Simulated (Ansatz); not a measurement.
# S4W2: the cost of one run

Method: UKS PBE0-D4/def2-SVP; program: Ansatz 0.2.0, Gaussian basis.

Plan: a search for the lowest solution at PBE0-D4/def2-SVP; a single point at PBE0-D4/def2-TZVPD.

1 further run of the same task is left out (set aside as unsound or not needed). Runs told in other sessions of the task aren't counted.

### 1 The structure

The doublet was relaxed beforehand with PBE-D4/def2-SVPD. At that level it is the lowest of the isomers that a small search found.

6 atoms, charge -1, spin multiplicity 2.

Atoms are counted from 1 here; the program's logs count them from 0.

Bond lengths: W1–S3 2.199 Å, W1–S4 2.378 Å, W1–S6 2.409 Å, W2–S4 2.378 Å, W2–S5 2.200 Å, W2–S6 2.412 Å. Angles: S3–W1–S4 120.3°, S3–W1–S6 132.4°, S4–W1–S6 99.8°, S4–W2–S5 120.2°, S4–W2–S6 99.8°, S5–W2–S6 132.6°, W1–S4–W2 59.0°, W1–S6–W2 58.2°.

W takes a core potential in the def2 sets. No spin-orbit coupling is included. The ion is computed in the gas phase, without counter-ions or solvent.

Bonds by kind at the end (by distance):

```
bond  count  shortest (Å)  longest (Å)
 S–W      6         2.199        2.412
```

### 2 Searching for the lowest solution, PBE0-D4/def2-SVP

start.molden holds the orbitals of an earlier run on this state, given as this run's starting guess.

in.yaml

```yaml
crystal:
  periodic: [false, false, false]
  atoms:
    - {symbol: W, position_ang: [1.177390, -0.294229, -0.069731]}
    - {symbol: W, position_ang: [-0.853679, 0.860657, 0.107205]}
    - {symbol: S, position_ang: [1.042532, -2.450902, -0.479342]}
    - {symbol: S, position_ang: [0.501944, 0.571418, 2.039292]}
    - {symbol: S, position_ang: [-2.682064, -0.334866, -0.149719]}
    - {symbol: S, position_ang: [0.813878, 1.647931, -1.447706]}
basis:
  gaussian: {orbitals: def2-SVP, initial_orbitals: start.molden}
total_charge: -1
magnetization: {spin_polarized: true, initial_magnetization: 1}
hamiltonian: {xc: pbe0, dispersion: d4}
output: {orbitals: {seedname: orbitals}}
```

Run with:

```
> ansatz run in.yaml --threads 4 --pin off --events-out ev --progress --plain --max-ram 4787MiB
```

**Question.** How long does this run take on 4 threads of Arm Neoverse V1, shared host, and how much memory does it need?

About 37 s, with a peak of 0.62 GiB.
